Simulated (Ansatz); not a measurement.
# ZrH₂ (singlet): wave-function methods side by side, def2-TZVP

The task here is to estimate one member of a computed series from the others.

Program: Ansatz 0.2.0, Gaussian basis. Level of theory: def2-TZVP, core rule «outside noble gas», up to 4 orbitals frozen. These are calculated values, not measurements.

Plan: UHF; CCSD(T) on RHF; CCSD(T) on UHF; CISD; CCSDT(Q) on RHF; CCSDT(Q) on UHF; CISDTQ; CCSDTQ on RHF; Full CI.

16 further runs of the same task are left out: 10 for a known fault of the program, 2 that didn't finish, 4 set aside as unsound or not needed.

**The system**

The geometry is a PBE0/def2-TZVP stationary point (not a proven minimum) of the parent state, kept for this charge and spin. No spin-orbit coupling is included. Elements past krypton take def2 core potentials.

3 atoms, charge 0, spin multiplicity 1.

Atoms are counted from 1 here; the program's logs count them from 0.

Bond lengths: Zr1–H2 1.963 Å, Zr1–H3 1.963 Å. Angles: H2–Zr1–H3 180.0°.

Set-up of the first run:

in.yaml reads:

```yaml
crystal:
  periodic: [false, false, false]
  atoms:
    - {symbol: Zr, position_ang: [0.000000, 0.000000, 0.000000]}
    - {symbol: H, position_ang: [0.000000, 0.000000, -1.963300]}
    - {symbol: H, position_ang: [0.000000, 0.000000, 1.963300]}
basis:
  gaussian: {orbitals: def2-TZVP}
magnetization: {spin_polarized: true, initial_magnetization: 0}
hamiltonian: {xc: hf}
output: {orbitals: {seedname: orbitals}}
```

Command:

```sh
ansatz run in.yaml --threads 1 --pin off --events-out ev --progress --plain --max-ram 2816MiB --backend cpu
```

Among the steps run: UHF; CCSD(T) on RHF; CCSD(T) on UHF; CISD; CCSDT(Q) on RHF; CCSDT(Q) on UHF; CISDTQ; CCSDTQ on RHF; Full CI.

One table of the session follows, with a row left open; its other results are not shown here.

| method | from FCI (kcal/mol) |
| --- | --- |
| RHF | +75.38 |
| RMP2 | +25.11 |
| CISD | +11.27 |
| RCCSD | ? |
| RCCSD(T) | +1.42 |
| RCCSDT | +0.18 |
| CISDTQ | +0.49 |
| RCCSDT(Q) | -0.03 |
| RCCSDTQ | 0.00 |
| FCI | 0 |

Q: Estimate the row for RCCSD from the others.

**Answer.** from FCI (kcal/mol): +4.91. In the column «from FCI (kcal/mol)» it lies between RCCSD(T) (+1.42) and CISD (+11.27).

Left out of the table: UHF, UMP2, UCCSD, UCCSD(T), UCCSDT, UCCSDT(Q) (another determinant or state than the rows shown).
